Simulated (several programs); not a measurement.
## Many methods on one cell: CsPbBr3 (cubic perovskite)

CsPbBr3, cubic perovskite, relaxed with r2SCAN in Ansatz, was computed with several methods. It is cubic, Pm-3m (No. 221); conventional cell a = 5.943 Å, 41.98 Å³ an atom. Cs has 12 Br at 4.20 Å; Pb has 6 Br at 2.97 Å; Br has 2 Pb at 2.97 Å and 4 Cs at 4.20 Å. (Simulation; spin polarisation is off.)

```xyz
5
Lattice="5.9430 0.0000 0.0000 0.0000 5.9430 0.0000 0.0000 0.0000 5.9430" Properties=species:S:1:pos:R:3 pbc="T T T"
Cs    0.0000    0.0000    0.0000
Pb    2.9715    2.9715    2.9715
Br    2.9715    2.9715    0.0000
Br    2.9715    0.0000    2.9715
Br    0.0000    2.9715    2.9715
```

Gaps and times are for a single point on this cell; volume and bulk modulus come from each method's own relaxation or energy curve at fixed shape. Times are rough, from shared hosts (Arm Neoverse N1; Arm Neoverse V2), and each method has its own mesh and cell size. PM6 (MOPAC), PM7 (MOPAC), GFN1-xTB (tblite), GFN2-xTB (tblite) treat a cluster of cells at its zone centre, which samples few k points: where these miss a band edge, the gap comes out too large for that reason alone. Gaps from k meshes are read at a limited set of points (mesh, symmetry points, PBE's band edges), so each method's own least gap may be somewhat smaller. xTB and the PM methods were fitted mostly to molecules, and can miss a solid's gap by electronvolts. Minimal bases can be far off for gaps. Times of the plane-wave ladder aren't listed, since it ran on unlike processors and cards. GLLB-SC's gap includes the derivative discontinuity. d marks a direct gap, i an indirect one (no mark: not told apart), a dash a value that wasn't computed or didn't pass its checks.

| method | kind | gap (eV) | own volume (Å³/atom) | bulk modulus (GPa) | atoms computed | processor time |
| --- | --- | --- | --- | --- | --- | --- |
| PBEsol | semilocal | – | 40.71 | – | 5 | – |
| light PBE (260 eV and a coarse mesh) | light plane-wave | 1.66 d | – | – | 5 | 2.7 s |
| GFN1-xTB (tblite) | tight binding | 1.58 | 39.11 | 31 | cluster | 2.7 s |
| GFN2-xTB (tblite) | tight binding | 4.20 | – | – | cluster | 3.8 s |
| PM6 (MOPAC) | semi-empirical | 3.61 | – | – | cluster | 4.4 s |
| PM7 (MOPAC) | semi-empirical | 7.18 | – | – | cluster | 5.1 s |
| LDA | semilocal | 1.52 d | 38.70 | – | 5 | – |
| PBE | semilocal | 1.67 d | 43.41 | 19 | 5 | – |
| PBE/SZV (CP2K) | small basis | 1.52 d | 44.80 | 20 | 5 | 14 s |
| r2SCAN | semilocal | 2.04 d | 41.98 | 21 | 5 | – |
| PBE/DZVP (CP2K) | small basis | 1.80 d | 43.39 | 18 | 5 | 25 s |
| PBE+SOC | semilocal | 0.44 d | – | – | 5 | – |
| GLLB-SC (GPAW) | model potential | 2.96 | – | – | 5 | 110 s |
| HSE06 | hybrid | 2.28 d | – | – | 5 | – |
| PBE0 | hybrid | 2.90 d | – | – | 5 | – |
| Hartree-Fock | exact exchange | 7.24 d | – | – | 5 | – |
| DDH-PBE0 | hybrid | 2.74 d | – | – | 5 | – |

Against HSE06 (2.28 eV) and with closed or daggered gaps left aside, the nearest gap at the points sampled is that of r2SCAN (-0.24 eV) and the farthest that of Hartree-Fock (+4.96 eV). HSE06 is only a yardstick of convenience, and nearness to it can be luck.

Volumes against r2SCAN's: PBEsol -3.0 %, GFN1-xTB (tblite) -6.8 %, LDA -7.8 %, PBE +3.4 %, PBE/SZV (CP2K) +6.7 %, PBE/DZVP (CP2K) +3.4 %.

Only the rows marked +SOC include spin-orbit coupling.
